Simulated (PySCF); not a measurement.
**C2H9AsSi: a tour of settings**

Which settings matter for C2H9AsSi (`CC[SiH2][AsH2]`)?

Computed with PySCF 2.14.0, with density-fitted response routines of our own, on a single molecule, in the gas phase or a continuum. Atoms are numbered from 0 throughout.

## (1) The molecule as given

13 atoms, charge 0, multiplicity 1; geometry from: GFN2-xTB.

Bonds of the start (Å): C0–C1 1.52, C1–Si2 1.91, Si2–As3 2.33, C0–H4 1.09, C0–H5 1.09, C0–H6 1.09, C1–H7 1.09, C1–H8 1.09, Si2–H9 1.48, Si2–H10 1.47, As3–H11 1.50, As3–H12 1.50.

## (2) Shielding tensors: PBE0/pcSseg-1

Job settings and geometry (Å):

```
{"job": {"kind": "nmr", "xc": "PBE0", "basis": "pcSseg-1"}, "charge": 0, "multiplicity": 1}
C     -1.466869     0.170705    -1.120596
C     -1.016445    -0.309104     0.251877
Si     0.848751    -0.720620     0.281287
As     1.996728     0.986532    -0.811514
H     -0.912284     1.067356    -1.411793
H     -2.528383     0.414646    -1.128384
H     -1.289287    -0.597386    -1.871714
H     -1.237725     0.463771     0.990719
H     -1.596833    -1.186382     0.536389
H      1.051960    -1.991889    -0.439732
H      1.229970    -0.966851     1.682725
H      3.272003     0.681195    -0.088465
H      1.644024     1.988515     0.250226
```

With the program's defaults for keys left out, this is: GIAO PBE0/pcSseg-1 NMR shielding, non-relativistic, gas phase.

Run with:

```console
> OMP_NUM_THREADS=1 python probes_run.py task.json out
```

The driver reads the jobs from task.json and runs them one after another.

What it wrote:

```text
coarse grid: 46352 points
cycle   1  E = -2606.2050791807  dE = -7.881e-01  |g| = 7.289e-01  |ddm| = 3.126e+00
cycle   2  E = -2606.1975206686  dE =  7.559e-03  |g| = 5.771e-01  |ddm| = 6.452e-01
cycle   3  E = -2606.2420876644  dE = -4.457e-02  |g| = 1.187e-01  |ddm| = 4.682e-01
cycle   4  E = -2606.2454514968  dE = -3.364e-03  |g| = 2.653e-02  |ddm| = 1.276e-01
cycle   5  E = -2606.2455995917  dE = -1.481e-04  |g| = 4.248e-03  |ddm| = 2.391e-02
cycle   6  E = -2606.2456034220  dE = -3.830e-06  |g| = 9.473e-04  |ddm| = 5.682e-03
final grid: 95768 points
cycle   7  E = -2606.2455554365  dE = -3.337e-08  |g| = 1.047e-03  |ddm| = 2.858e-03
cycle   8  E = -2606.2455553837  dE =  5.276e-08  |g| = 1.223e-03  |ddm| = 2.145e-03
cycle   9  E = -2606.2455557083  dE = -3.245e-07  |g| = 6.236e-05  |ddm| = 1.032e-03
cycle  10  E = -2606.2455557090  dE = -7.476e-10  |g| = 5.185e-06  |ddm| = 7.680e-05
converged SCF energy = -2606.2455557090

GIAO shielding tensors (ppm)
atom      isotropic    diamagn.    paramagn.     s11        s22        s33       span
  0 C      173.854     247.789     -73.935    168.356    169.884    183.323     14.967
  1 C      179.544     251.962     -72.418    173.557    181.301    183.775     10.218
  2 Si     391.105     880.033    -488.928    345.655    388.252    439.407     93.752
  3 As    2025.047    2878.678    -853.631   1860.044   1980.156   2234.941    374.897
  4 H       30.596      30.849      -0.253     24.364     32.438     34.987     10.623
  5 H       30.236      28.795       1.441     24.982     27.426     38.299     13.317
  6 H       30.720      29.930       0.789     26.714     28.566     36.880     10.166
  7 H       30.956      31.932      -0.977     26.851     28.560     37.456     10.605
  8 H       30.659      30.826      -0.166     25.516     28.237     38.225     12.709
  9 H       27.386      29.118      -1.733     23.585     25.360     33.213      9.628
 10 H       26.997      29.223      -2.226     22.602     25.200     33.189     10.587
 11 H       30.058      28.984       1.074     22.707     23.973     43.494     20.787
 12 H       30.224      30.105       0.119     22.465     25.289     42.918     20.453
```

It took 7.2 s on 1 thread of AMD EPYC 9R45, shared host; peak memory 0.68 GiB.

Shifts follow as δ = σ(reference) − σ, with reference shieldings (ppm) from runs at the same level and on the same kind of geometry: 1H TMS 31.72, 13C TMS 186.9, 29Si TMS 349.2, 75As AsH3 1989. The references are single molecules in the gas phase. Shifts against hydride references such as AlH4− lie on their own scale. Atoms listed in one row are averaged.

| atoms | environment | σ (ppm) | δ (ppm) |
| --- | --- | --- | --- |
| C0 | methyl carbon | 173.9 | 13.1 |
| C1 | sp3 CH2 bonded to Si | 179.5 | 7.4 |
| H9, H10 | hydrogen on a silicon bonded to C, As | 27.19 | 4.53 |
| H11, H12 | hydrogen on an arsenic bonded to Si | 30.14 | 1.58 |
| H4, H5, H6 | hydrogen on a methyl carbon | 30.52 | 1.20 |
| H7, H8 | hydrogen on an sp3 CH2 bonded to Si | 30.81 | 0.91 |
| Si2 | silicon bonded to C, As, 2 H | 391.1 | -41.9 |
| As3 | arsenic bonded to Si, 2 H | 2025 | -36 |

The run also stored atomic charges by several schemes (e):

| atoms | Mulliken | IAO | Hirshfeld | ESP fit |
| --- | --- | --- | --- | --- |
| C0 | -0.31 | -0.41 | -0.12 | -0.22 |
| C1 | -0.56 | -0.52 | -0.16 | 0.02 |
| Si2 | 0.57 | 0.54 | 0.27 | 0.34 |
| As3 | -0.37 | -0.06 | 0.04 | -0.24 |

Mayer bond orders: C0–C1 1.05, C1–Si2 0.92, Si2–As3 0.94.

## (3) TDDFT and polarisability: PBE0/def2-SVPD

Settings changed since step 2:

```diff
@@ -1,2 +1,2 @@
-{"job": {"kind": "nmr", "xc": "PBE0", "basis": "pcSseg-1"}, "charge": 0, "multiplicity": 1}
+{"job": {"kind": "uv", "xc": "PBE0", "basis": "def2-SVPD", "nstates": 6, "ntriplets": 2}, "charge": 0, "multiplicity": 1}
 C     -1.466869     0.170705    -1.120596
```

Method: TDDFT PBE0/def2-SVPD, vertical, gas phase, core orbitals frozen in the response.

What it wrote:

```text
coarse grid: 46352 points
cycle   1  E = -2606.0573591473  dE = -7.130e-01  |g| = 3.423e-01  |ddm| = 4.316e+00
cycle   2  E = -2606.0492201479  dE =  8.139e-03  |g| = 3.732e-01  |ddm| = 8.659e-01
cycle   3  E = -2606.0852288109  dE = -3.601e-02  |g| = 4.338e-02  |ddm| = 4.418e-01
cycle   4  E = -2606.0857036555  dE = -4.748e-04  |g| = 9.650e-03  |ddm| = 7.193e-02
cycle   5  E = -2606.0857228178  dE = -1.916e-05  |g| = 3.747e-03  |ddm| = 1.905e-02
cycle   6  E = -2606.0857269394  dE = -4.122e-06  |g| = 5.423e-04  |ddm| = 6.417e-03
final grid: 95768 points
cycle   7  E = -2606.0856609056  dE = -9.001e-08  |g| = 5.708e-04  |ddm| = 6.750e-03
cycle   8  E = -2606.0856608874  dE =  1.813e-08  |g| = 6.299e-04  |ddm| = 1.539e-03
cycle   9  E = -2606.0856609719  dE = -8.451e-08  |g| = 2.693e-05  |ddm| = 8.090e-04
cycle  10  E = -2606.0856609722  dE = -2.301e-10  |g| = 5.715e-06  |ddm| = 5.506e-05
converged SCF energy = -2606.0856609722

Static polarisability (au): isotropic 85.860, principal 73.529 85.199 98.850

Singlet excitations
state   eV       nm        f      main configurations
  1   6.3248    196.0   0.01599   H->L 0.60, H->L+1 0.18, H->L+2 0.18
  2   6.5259    190.0   0.04454   H->L+1 0.80, H->L 0.14
  3   6.8649    180.6   0.22870   H->L+2 0.69, H->L 0.21
  4   7.2259    171.6   0.03894   H->L+3 0.87
  5   7.4172    167.2   0.01491   H-1->L 0.92
  6   7.5827    163.5   0.02337   H->L+4 0.74, H-1->L+2 0.11

Triplet excitations (Tamm-Dancoff, eV): 5.5563 5.6671
```

Wall time 8.3 s (1 thread of AMD EPYC 9R45, shared host); peak memory 0.72 GiB.

The orbitals next to the gap, with their largest atomic shares:

| orbital | eV | atoms |
| --- | --- | --- |
| HOMO−3 | -9.61 | Si2 22 %, As3 16 %, H10 16 % |
| HOMO−2 | -8.89 | Si2 26 %, As3 24 %, H9 21 % |
| HOMO−1 | -8.40 | C1 30 %, Si2 22 %, C0 11 % |
| HOMO | -7.42 | As3 62 %, Si2 16 %, H12 6 % |
| LUMO | 0.14 | As3 26 %, Si2 22 %, H11 11 % |
| LUMO+1 | 0.33 | As3 42 %, H12 21 %, Si2 17 % |
| LUMO+2 | 0.46 | As3 44 %, Si2 15 %, H11 10 % |

With each of the 6 states as a Gaussian band of 0.4 eV half-width at 1/e, the curve within the window shown has maxima at 180 nm (ε 11,000) L/(mol cm). Beyond the last state computed it falls off for lack of states. The curve at chosen wavelengths:

```csv
nm,ε (L/mol/cm)
157,816
159,1269
162,2128
164,2819
166,3637
169,5195
171,6472
174,8545
176,9782
178,10669
181,11046
183,10625
185,9766
188,7992
190,6710
192,5486
195,3894
197,3028
199,2315
202,1499
204,1097
207,663
209,462
211,315
214,171
216,111
```

Further results of this job:

| property | computed |
| --- | --- |
| dipole moment (D) | 0.76 |
| polarisability (Å³) | 12.72 |
| HOMO–LUMO gap (eV) | 7.56 |
| −ε(HOMO) (eV) | 7.42 |

## (4) Shielding tensors: BP86/pcSseg-0 in dimethylsulfoxide

Settings changed since step 3:

```diff
@@ -1,2 +1,2 @@
-{"job": {"kind": "uv", "xc": "PBE0", "basis": "def2-SVPD", "nstates": 6, "ntriplets": 2}, "charge": 0, "multiplicity": 1}
+{"job": {"kind": "nmr", "xc": "BP86", "basis": "pcSseg-0", "solvent": "dimethylsulfoxide", "pop": true}, "charge": 0, "multiplicity": 1}
 C     -1.466869     0.170705    -1.120596
```

Level: GIAO BP86/pcSseg-0 NMR shielding, non-relativistic, IEF-PCM dimethylsulfoxide.

What it wrote:

```text
coarse grid: 46352 points
cycle   1  E = -2604.2099064994  dE = -1.273e+00  |g| = 4.307e-01  |ddm| = 3.376e+00
cycle   2  E = -2604.1538170030  dE =  5.609e-02  |g| = 6.061e-01  |ddm| = 1.332e+00
cycle   3  E = -2604.2559899701  dE = -1.022e-01  |g| = 5.057e-02  |ddm| = 8.219e-01
cycle   4  E = -2604.2565147675  dE = -5.248e-04  |g| = 2.487e-02  |ddm| = 1.131e-01
cycle   5  E = -2604.2566932343  dE = -1.785e-04  |g| = 2.606e-03  |ddm| = 4.159e-02
cycle   6  E = -2604.2566945274  dE = -1.293e-06  |g| = 1.354e-03  |ddm| = 4.538e-03
final grid: 95768 points
cycle   7  E = -2604.2565785284  dE =  4.618e-07  |g| = 1.835e-03  |ddm| = 5.181e-03
cycle   8  E = -2604.2565777805  dE =  7.479e-07  |g| = 2.571e-03  |ddm| = 6.018e-03
cycle   9  E = -2604.2565794630  dE = -1.682e-06  |g| = 1.494e-04  |ddm| = 3.282e-03
cycle  10  E = -2604.2565794697  dE = -6.695e-09  |g| = 1.327e-05  |ddm| = 2.734e-04
cycle  11  E = -2604.2565794697  dE = -5.002e-11  |g| = 4.014e-06  |ddm| = 2.245e-05
converged SCF energy = -2604.2565794697

GIAO shielding tensors (ppm)
atom      isotropic    diamagn.    paramagn.     s11        s22        s33       span
  0 C      177.396     247.215     -69.819    170.149    172.407    189.631     19.482
  1 C      186.247     251.934     -65.687    179.158    187.558    192.026     12.867
  2 Si     399.747     880.732    -480.985    333.059    395.252    470.931    137.872
  3 As    2104.918    2870.871    -765.953   1951.264   2029.049   2334.442    383.179
  4 H       32.049      29.299       2.750     25.519     34.527     36.101     10.582
  5 H       31.653      29.523       2.130     26.318     28.774     39.867     13.548
  6 H       32.197      29.718       2.479     28.112     30.141     38.337     10.225
  7 H       32.387      31.657       0.730     27.761     30.090     39.311     11.549
  8 H       32.284      32.092       0.192     26.600     29.959     40.294     13.695
  9 H       29.037      29.833      -0.796     24.932     27.152     35.026     10.094
 10 H       28.736      29.866      -1.130     24.030     26.786     35.393     11.362
 11 H       31.283      29.633       1.650     23.891     25.058     44.900     21.009
 12 H       31.141      29.085       2.057     23.325     26.222     43.877     20.552
```

Run time: 3.2 s. Hardware: 1 thread of AMD EPYC 9R45, shared host; peak memory 0.56 GiB.

Key values: σ C0 177.4, C1 186.2, Si2 399.7, As3 2105, H9 28.89, H11 31.21 ppm (means over like atoms).

## (5) Excited states and response: BHandHLYP/cc-pVDZ

Settings changed since step 4:

```diff
@@ -1,2 +1,2 @@
-{"job": {"kind": "nmr", "xc": "BP86", "basis": "pcSseg-0", "solvent": "dimethylsulfoxide", "pop": true}, "charge": 0, "multiplicity": 1}
+{"job": {"kind": "uv", "xc": "BHandHLYP", "basis": "cc-pVDZ", "nstates": 25, "ntriplets": 5, "tda": true, "scf": {"conv": 1e-11}}, "charge": 0, "multiplicity": 1}
 C     -1.466869     0.170705    -1.120596
```

Method: TDA BHandHLYP/cc-pVDZ, vertical, gas phase, core orbitals frozen in the response.

What it wrote:

```text
final grid: 95768 points
cycle   1  E = -2606.8715232021  dE = -5.843e-01  |g| = 2.491e-01  |ddm| = 5.866e+00
cycle   2  E = -2606.8834475312  dE = -1.192e-02  |g| = 1.781e-01  |ddm| = 9.289e-01
cycle   3  E = -2606.8922435084  dE = -8.796e-03  |g| = 3.167e-02  |ddm| = 3.698e-01
cycle   4  E = -2606.8925400747  dE = -2.966e-04  |g| = 7.583e-03  |ddm| = 7.399e-02
cycle   5  E = -2606.8925594426  dE = -1.937e-05  |g| = 1.506e-03  |ddm| = 2.226e-02
cycle   6  E = -2606.8925602119  dE = -7.693e-07  |g| = 3.074e-04  |ddm| = 3.869e-03
cycle   7  E = -2606.8925602475  dE = -3.564e-08  |g| = 1.062e-04  |ddm| = 9.330e-04
cycle   8  E = -2606.8925602514  dE = -3.839e-09  |g| = 1.928e-05  |ddm| = 2.903e-04
cycle   9  E = -2606.8925602515  dE = -1.728e-10  |g| = 3.784e-06  |ddm| = 7.231e-05
cycle  10  E = -2606.8925602515  dE = -1.819e-12  |g| = 1.316e-06  |ddm| = 1.609e-05
converged SCF energy = -2606.8925602515

Static polarisability (au): isotropic 74.676, principal 64.223 73.640 86.164

Singlet excitations
state   eV       nm        f      main configurations
  1   6.7378    184.0   0.02059   H->L 0.77, H->L+1 0.20
  2   7.4189    167.1   0.03231   H->L+2 0.77, H->L+1 0.14
  3   7.7177    160.6   0.38218   H->L+1 0.53, H->L+2 0.18, H->L 0.13
  4   8.1703    151.7   0.06139   H->L+3 0.81
  5   8.4344    147.0   0.01691   H-1->L 0.62, H-1->L+1 0.21
  6   8.5938    144.3   0.09325   H-2->L 0.27, H-1->L 0.19, H-1->L+1 0.18
  7   8.6446    143.4   0.07544   H->L+4 0.58, H-2->L 0.20
  8   8.7639    141.5   0.17575   H-2->L 0.28, H->L+4 0.18, H-1->L+1 0.18
  9   8.8021    140.9   0.01650   H-1->L+2 0.49, H-1->L+1 0.23
 10   9.1303    135.8   0.07440   H-1->L+3 0.33, H-2->L+2 0.23, H-2->L+1 0.18
 11   9.2620    133.9   0.16249   H-2->L+2 0.48, H-1->L+4 0.17, H-1->L+3 0.13
 12   9.4110    131.7   0.06271   H-2->L+1 0.49, H-1->L+3 0.10, H-1->L+1 0.09
 13   9.5437    129.9   0.03008   H-3->L 0.41, H-1->L+3 0.20
 14   9.7953    126.6   0.05614   H-2->L+3 0.19, H-1->L+4 0.17, H->L+5 0.15
 15   9.8304    126.1   0.15163   H-1->L+4 0.31, H-2->L+3 0.18, H->L+5 0.14
 16   9.9734    124.3   0.05535   H->L+5 0.27, H-2->L+3 0.19, H-3->L+1 0.12
 17   9.9801    124.2   0.02438   H->L+5 0.21, H-3->L 0.14, H->L+6 0.14
 18  10.0322    123.6   0.02642   H->L+6 0.61, H-3->L+1 0.16
 19  10.2069    121.5   0.03012   H-3->L+2 0.25, H-4->L 0.22, H-3->L+1 0.18
 20  10.2793    120.6   0.09940   H-2->L+4 0.30, H-4->L 0.19
 21  10.3067    120.3   0.05581   H-5->L 0.44, H-3->L+2 0.16
 22  10.4089    119.1   0.03101   H-1->L+5 0.33, H->L+7 0.14, H->L+8 0.10
 23  10.5069    118.0   0.07157   H-3->L+3 0.14, H-5->L+1 0.11, H-4->L 0.10
 24  10.5199    117.9   0.00695   H->L+7 0.27, H-1->L+5 0.23, H-1->L+6 0.14
 25  10.6571    116.3   0.01834   H-3->L+3 0.39, H->L+8 0.19, H->L+7 0.12

Triplet excitations (Tamm-Dancoff, eV): 5.7930 5.9691 6.8617 7.2090 7.6287
```

Run time: 6.1 s. Hardware: 1 thread of AMD EPYC 9R45, shared host; peak memory 0.6 GiB.

Key values: HOMO -8.29 eV, LUMO 1.40 eV; lowest singlet 6.74 eV.

## (6) Shielding tensors: BP86/pcSseg-1

Settings changed since step 5:

```diff
@@ -1,2 +1,2 @@
-{"job": {"kind": "uv", "xc": "BHandHLYP", "basis": "cc-pVDZ", "nstates": 25, "ntriplets": 5, "tda": true, "scf": {"conv": 1e-11}}, "charge": 0, "multiplicity": 1}
+{"job": {"kind": "nmr", "xc": "BP86", "basis": "pcSseg-1", "pop": false}, "charge": 0, "multiplicity": 1}
 C     -1.466869     0.170705    -1.120596
```

Level: GIAO BP86/pcSseg-1 NMR shielding, non-relativistic, gas phase.

What it wrote:

```text
coarse grid: 46352 points
cycle   1  E = -2606.9717232487  dE = -7.961e-01  |g| = 9.442e-01  |ddm| = 3.181e+00
cycle   2  E = -2606.8660559285  dE =  1.057e-01  |g| = 1.018e+00  |ddm| = 1.192e+00
cycle   3  E = -2607.0363912241  dE = -1.703e-01  |g| = 2.667e-01  |ddm| = 1.020e+00
cycle   4  E = -2607.0556414064  dE = -1.925e-02  |g| = 5.568e-02  |ddm| = 3.020e-01
cycle   5  E = -2607.0561119302  dE = -4.705e-04  |g| = 1.606e-02  |ddm| = 5.695e-02
cycle   6  E = -2607.0561804461  dE = -6.852e-05  |g| = 2.966e-03  |ddm| = 2.007e-02
cycle   7  E = -2607.0561823802  dE = -1.934e-06  |g| = 8.503e-04  |ddm| = 2.992e-03
final grid: 95768 points
cycle   8  E = -2607.0560829383  dE =  1.441e-07  |g| = 1.189e-03  |ddm| = 3.489e-03
cycle   9  E = -2607.0560827425  dE =  1.958e-07  |g| = 1.758e-03  |ddm| = 2.785e-03
cycle  10  E = -2607.0560833425  dE = -5.999e-07  |g| = 1.110e-04  |ddm| = 1.538e-03
cycle  11  E = -2607.0560833464  dE = -3.930e-09  |g| = 2.875e-05  |ddm| = 1.780e-04
cycle  12  E = -2607.0560833466  dE = -2.265e-10  |g| = 5.779e-06  |ddm| = 4.005e-05
converged SCF energy = -2607.0560833466

GIAO shielding tensors (ppm)
atom      isotropic    diamagn.    paramagn.     s11        s22        s33       span
  0 C      168.406     247.854     -79.448    162.640    163.963    178.615     15.976
  1 C      173.084     251.570     -78.486    167.063    174.708    177.481     10.417
  2 Si     373.157     881.246    -508.089    324.387    371.050    424.034     99.647
  3 As    1968.680    2878.019    -909.338   1797.876   1932.822   2175.343    377.466
  4 H       30.504      31.001      -0.497     24.486     32.491     34.535     10.049
  5 H       30.204      28.744       1.460     25.184     27.526     37.902     12.718
  6 H       30.681      30.013       0.668     26.879     28.614     36.551      9.672
  7 H       30.855      31.952      -1.097     26.921     28.682     36.963     10.042
  8 H       30.562      30.751      -0.189     25.634     28.358     37.695     12.061
  9 H       27.300      29.370      -2.070     23.557     25.375     32.970      9.413
 10 H       26.830      29.458      -2.628     22.515     25.125     32.849     10.334
 11 H       30.050      28.874       1.176     22.873     24.122     43.156     20.283
 12 H       30.225      30.080       0.145     22.612     25.389     42.672     20.060
```

Run time: 9.9 s. Hardware: 1 thread of AMD EPYC 9R45, shared host; peak memory 0.65 GiB.

Key values: σ C0 168.4, C1 173.1, Si2 373.2, As3 1969, H9 27.07, H11 30.14 ppm (means over like atoms).

## (7) Side by side: NMR shifts

Isotropic shieldings (ppm) of some atoms, chosen among heavy atoms and hydrogens apart, means over like atoms, with basis size and wall time:

| run | C0 | C1 | H9 | H4 | H7 | Si2 | As3 | functions | time |
| --- | --- | --- | --- | --- | --- | --- | --- | --- | --- |
| PBE0/pcSseg-1 | 173.9 | 179.5 | 27.19 | 30.52 | 30.81 | 391.1 | 2025 | 144 | 7.2 s |
| BP86/pcSseg-0 in dimethylsulfoxide | 177.4 | 186.2 | 28.89 | 31.97 | 32.34 | 399.7 | 2105 | 74 | 3.2 s |
| BP86/pcSseg-1 | 168.4 | 173.1 | 27.07 | 30.46 | 30.71 | 373.2 | 1969 | 144 | 9.9 s |

## (8) Run by run: electronic excitations

Excitations and ground-state properties, with basis size and wall time:

| run | lowest singlet (eV) | brightest (eV) | f | gap (eV) | α (Å³) | μ (D) | functions | time |
| --- | --- | --- | --- | --- | --- | --- | --- | --- |
| PBE0/def2-SVPD | 6.32 | 6.86 | 0.229 | 7.56 | 12.72 | 0.76 | 174 | 8.3 s |
| BHandHLYP/cc-pVDZ | 6.74 | 7.72 | 0.382 | 9.69 | 11.07 | 0.75 | 118 | 6.1 s |

## (9) Outcome

| quantity | value |
| --- | --- |
| 13C shifts against TMS (PBE0/pcSseg-1) | 13.1, 7.4 ppm |
| 1H shifts against TMS (PBE0/pcSseg-1, means over atoms taken as alike) | 4.53, 1.58, 1.20, 0.91 ppm |
| 29Si shifts against TMS (PBE0/pcSseg-1) | -41.9 ppm |
| 75As shifts against AsH3 (PBE0/pcSseg-1) | -36 ppm |
| lowest singlet (PBE0/def2-SVPD) | 6.32 eV (196 nm), f = 0.016 |
| brightest single state of those computed | state 3, 6.86 eV, f = 0.229 |
| lowest triplet | 5.56 eV |
| range of the shielding of As3 | 1969 to 2105 ppm |
| range of the lowest singlet | 6.32 to 6.74 eV |

In words: Single values in the summary come from the first run of each kind that ended normally (PBE0/pcSseg-1; PBE0/def2-SVPD), which need not be the best level. At PBE0/pcSseg-1: The widest tensor belongs to As3: span 375 ppm, with a paramagnetic part of -854 ppm. The lowest singlet, at 6.32 eV, is HOMO→LUMO 0.60, HOMO→LUMO+1 0.18 and is weak; of the 6 states computed, the strongest absorption comes from state 3 at 6.86 eV. The lowest triplet lies 0.77 eV below the lowest singlet (triplets in Tamm-Dancoff, singlets in full TDDFT). Across the 3 runs the shielding of As3 moves most, between 1969 (BP86/pcSseg-1) and 2105 ppm (BP86/pcSseg-0 in dimethylsulfoxide). The lowest singlet runs from 6.32 eV (PBE0/def2-SVPD) to 6.74 eV (BHandHLYP/cc-pVDZ), while the orbital gap spans 7.56 to 9.69 eV. The lowest state need not be the same one in every run. The runs solved for a few states only, so the brightest column depends on that window. Spin-orbit coupling is left out, which matters for shieldings and couplings at and beside the heavy atoms.
